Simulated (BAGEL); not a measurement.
# C2H6SSi (SMILES C[Si]SC) at B3LYP/def2-SVP (density fitting with qzvpp-jkfit)

What is the energy change on altering one bond length of C2H6SSi at B3LYP/def2-SVP (density fitting with qzvpp-jkfit)? 

Program for the calculation: BAGEL 1.2.2.

### 1 Starting point

C2H6SSi has 10 atoms, charge 0, and is taken as a singlet. SMILES: `C[Si]SC`. Geometry: relaxed at PBE0-D4/def2-TZVP. This is one conformer, not always the lowest.

Bond lengths: C1–Si2 1.902 Å, Si2–S3 2.120 Å, S3–C4 1.813 Å, C1–H5 1.096 Å, C1–H6 1.095 Å, C1–H7 1.092 Å, C4–H8 1.089 Å, C4–H9 1.089 Å, C4–H10 1.090 Å. Some angles: C1–Si2–S3 101.6°, Si2–S3–C4 111.5°, Si2–C1–H5 111.4°, Si2–C1–H6 111.6°, Si2–C1–H7 110.2°, S3–C4–H8 110.9°, S3–C4–H9 110.8°, S3–C4–H10 107.2°, H5–C1–H6 107.2°, H5–C1–H7 108.1°.

### 2 The energy at B3LYP/def2-SVP (density fitting with qzvpp-jkfit)

Contents of calc.json:

```json
{ "bagel": [

{
  "title": "molecule",
  "basis": "svp",
  "df_basis": "qzvpp-jkfit",
  "angstrom": true,
  "geometry": [
    { "atom": "C", "xyz": [      -0.474500,       1.498000,       0.212000 ] },
    { "atom": "Si", "xyz": [      -1.532200,       0.664600,      -1.131800 ] },
    { "atom": "S", "xyz": [      -0.684600,      -1.277500,      -1.197000 ] },
    { "atom": "C", "xyz": [       0.678400,      -1.448200,      -0.013100 ] },
    { "atom": "H", "xyz": [      -0.563800,       0.976000,       1.171000 ] },
    { "atom": "H", "xyz": [       0.587400,       1.503400,      -0.056300 ] },
    { "atom": "H", "xyz": [      -0.795200,       2.531900,       0.356400 ] },
    { "atom": "H", "xyz": [       0.331700,      -1.277900,       1.005200 ] },
    { "atom": "H", "xyz": [       1.483700,      -0.753100,      -0.246400 ] },
    { "atom": "H", "xyz": [       1.052300,      -2.468400,      -0.097000 ] }
  ]
},

{ "title": "ks", "xc_func": "b3lyp" },

{ "title": "print", "file": "orbitals.molden", "orbitals": true }

]}
```

The run is started by

```bash
BAGEL_NUM_THREADS=1 BAGEL calc.json > calc.out
```

Output:

```text
* using 1 threads per process

  ===============================================================
  ===============================================================

  *** Geometry ***

  { "atom" : "C", "xyz" : [     -0.896675,      2.830810,      0.400622 ] },
  { "atom" : "Si", "xyz" : [     -2.895438,      1.255912,     -2.138792 ] },
  { "atom" : "S", "xyz" : [     -1.293707,     -2.414125,     -2.262002 ] },
  { "atom" : "C", "xyz" : [      1.281990,     -2.736701,     -0.024755 ] },
  { "atom" : "H", "xyz" : [     -1.065428,      1.844373,      2.212869 ] },
  { "atom" : "H", "xyz" : [      1.110025,      2.841014,     -0.106392 ] },
  { "atom" : "H", "xyz" : [     -1.502710,      4.784598,      0.673498 ] },
  { "atom" : "H", "xyz" : [      0.626822,     -2.414881,      1.899553 ] },
  { "atom" : "H", "xyz" : [      2.803787,     -1.423153,     -0.465629 ] },
  { "atom" : "H", "xyz" : [      1.988559,     -4.664600,     -0.183303 ] },

  Number of auxiliary basis functions:      514

  Since a DF basis is specified, we compute 2- and 3-index integrals:
    o Being stored without compression. Storage requirement is 0.036 GB

  Number of basis functions:       94
  Number of electrons      :       48

    * METHOD: MOLECULE                             0.29

  *** Kohn-Sham DFT ***

    * Removing 18685 points whose weight is below 1.00e-10
    * Grid points: 130375

  === Nuclear Repulsion ===
   202.3354836625

       - DIIS with orbital gradients will be used.

  === KS iteration (b3lyp / svp) ===
      0       -709.44312301          0.12746787           0.56
      1       -621.54889984          0.18726856           0.53
      2       -699.07353152          0.07611906           0.53
      3       -739.53476843          0.10928746           0.52
      4       -751.31567870          0.09597407           0.53
      5       -747.46675669          0.09352553           0.53
      6       -750.04543172          0.09630130           0.53
      7       -750.62883955          0.09517314           0.53
      8       -709.00828711          0.12488353           0.53
      9       -766.08972398          0.03365117           0.53
     10       -766.84895095          0.01911389           0.54
     11       -767.18959483          0.01009768           0.53
     12       -767.25442834          0.00226390           0.54
     13       -767.25822029          0.00056089           0.54
     14       -767.25838604          0.00015672           0.54
     15       -767.25840166          0.00005886           0.53
     16       -767.25840321          0.00002649           0.54
     17       -767.25840367          0.00000216           0.54
     18       -767.25840367          0.00000119           0.53
     19       -767.25840367          0.00000036           0.54
     20       -767.25840367          0.00000015           0.54
     21       -767.25840367          0.00000003           0.54
     22       -767.25840367          0.00000001           0.54
     23       -767.25840367          0.00000001           0.53
    * SCF iteration converged.

    * Permanent dipole moment:
           (   -0.736714,    -0.102897,    -0.725788) a.u.

    * METHOD: KS                                  13.69

    * METHOD: PRINT                                0.02

  ===============================================================
```

Wall time 14 s (1 thread of Arm Neoverse V1, shared host); peak memory 0.57 GiB.

### 3 The distorted shape

Contents of input.json:

```json
{ "bagel": [

{
  "title": "molecule",
  "basis": "svp",
  "df_basis": "qzvpp-jkfit",
  "angstrom": true,
  "geometry": [
    { "atom": "C", "xyz": [      -0.773611,       2.314135,       0.279118 ] },
    { "atom": "Si", "xyz": [      -1.831311,       1.480735,      -1.064682 ] },
    { "atom": "S", "xyz": [      -0.983711,      -0.461365,      -1.129882 ] },
    { "atom": "C", "xyz": [       0.379289,      -0.632065,       0.054018 ] },
    { "atom": "H", "xyz": [      -0.862911,       1.792135,       1.238118 ] },
    { "atom": "H", "xyz": [       0.288289,       2.319535,       0.010818 ] },
    { "atom": "H", "xyz": [      -1.094311,       3.348035,       0.423518 ] },
    { "atom": "H", "xyz": [       0.032589,      -0.461765,       1.072318 ] },
    { "atom": "H", "xyz": [       1.184589,       0.063035,      -0.179282 ] },
    { "atom": "H", "xyz": [       1.052300,      -2.468400,      -0.097000 ] }
  ]
},

{
  "title": "ks",
  "xc_func": "b3lyp",
  "charge": 0
},

{
  "title": "print",
  "file": "orbitals.molden",
  "orbitals": true
}

]}
```

The run is started by

```bash
BAGEL_NUM_THREADS=1 BAGEL input.json > input.out
```

Output:

```text
* using 1 threads per process

  ===============================================================
  ===============================================================

  *** Geometry ***

  { "atom" : "C", "xyz" : [     -1.461913,      4.373081,      0.527457 ] },
  { "atom" : "Si", "xyz" : [     -3.460676,      2.798184,     -2.011957 ] },
  { "atom" : "S", "xyz" : [     -1.858944,     -0.871853,     -2.135168 ] },
  { "atom" : "C", "xyz" : [      0.716752,     -1.194430,      0.102079 ] },
  { "atom" : "H", "xyz" : [     -1.630665,      3.386644,      2.339704 ] },
  { "atom" : "H", "xyz" : [      0.544787,      4.383286,      0.020443 ] },
  { "atom" : "H", "xyz" : [     -2.067948,      6.326869,      0.800333 ] },
  { "atom" : "H", "xyz" : [      0.061584,     -0.872609,      2.026387 ] },
  { "atom" : "H", "xyz" : [      2.238549,      0.119119,     -0.338794 ] },
  { "atom" : "H", "xyz" : [      1.988559,     -4.664600,     -0.183303 ] },

  Number of auxiliary basis functions:      514

  Since a DF basis is specified, we compute 2- and 3-index integrals:
    o Being stored without compression. Storage requirement is 0.036 GB

  Number of basis functions:       94
  Number of electrons      :       48

    * METHOD: MOLECULE                             0.29

  *** Kohn-Sham DFT ***

    * Removing 17828 points whose weight is below 1.00e-10
    * Grid points: 131232

  === Nuclear Repulsion ===
   199.6154271003

       - DIIS with orbital gradients will be used.

  === KS iteration (b3lyp / svp) ===
      0       -709.12240073          0.12136108           0.58
      1       -620.97954975          0.18213274           0.53
      2       -699.20198728          0.07044328           0.54
      3       -736.18263969          0.11263897           0.54
      4       -747.18869259          0.09628957           0.54
      5       -744.33488088          0.09873500           0.54
      6       -745.35613636          0.09687913           0.53
      7       -748.05438550          0.09511350           0.54
      8       -708.53797781          0.11710246           0.55
      9       -762.01732387          0.06084589           0.54
     10       -766.74665382          0.02295020           0.54
     11       -767.02221156          0.01251711           0.54
     12       -767.12422621          0.00365955           0.55
     13       -767.12813770          0.00296378           0.55
     14       -767.13578000          0.00098768           0.55
     15       -767.13628662          0.00041383           0.54
     16       -767.13635721          0.00023569           0.54
     17       -767.13641416          0.00001443           0.55
     18       -767.13641418          0.00001399           0.55
     19       -767.13641428          0.00000379           0.55
     20       -767.13641430          0.00000094           0.55
     21       -767.13641430          0.00000033           0.55
     22       -767.13641430          0.00000022           0.54
     23       -767.13641430          0.00000007           0.54
     24       -767.13641430          0.00000001           0.55
     25       -767.13641430          0.00000001           0.54
    * SCF iteration converged.

    * Permanent dipole moment:
           (   -0.405452,    -0.596733,    -0.631244) a.u.

    * METHOD: KS                                  15.01

    * METHOD: PRINT                                0.02

  ===============================================================
```

It took 16 s on 1 thread of Arm Neoverse V1, shared host; peak memory 0.57 GiB.

### 4 Summary of results

Level: B3LYP/def2-SVP (density fitting with qzvpp-jkfit).

| quantity | value |
| --- | --- |
| first shape: total energy | -767.25840 Eh |
| first shape: dipole moment | 2.64 D |
| first shape: HOMO energy | -6.09 eV |
| first shape: LUMO energy | -1.96 eV |
| first shape: HOMO–LUMO gap | 4.14 eV |
| distorted shape: total energy | -767.13641 Eh |
| distorted shape: dipole moment | 2.44 D |
| distorted shape: HOMO energy | -6.32 eV |
| distorted shape: LUMO energy | -2.32 eV |
| distorted shape: HOMO–LUMO gap | 4.00 eV |
| energy change with the C4–H10 bond stretched from 1.090 to 1.962 Å | 3.319 eV |

**Reading.** With the C4–H10 bond stretched from 1.090 to 1.962 Å the energy rises by 3.32 eV (77 kcal/mol). The first shape isn't relaxed at this level, so the change isn't measured from a minimum. A restricted reference can't describe the breaking bond well at this length.
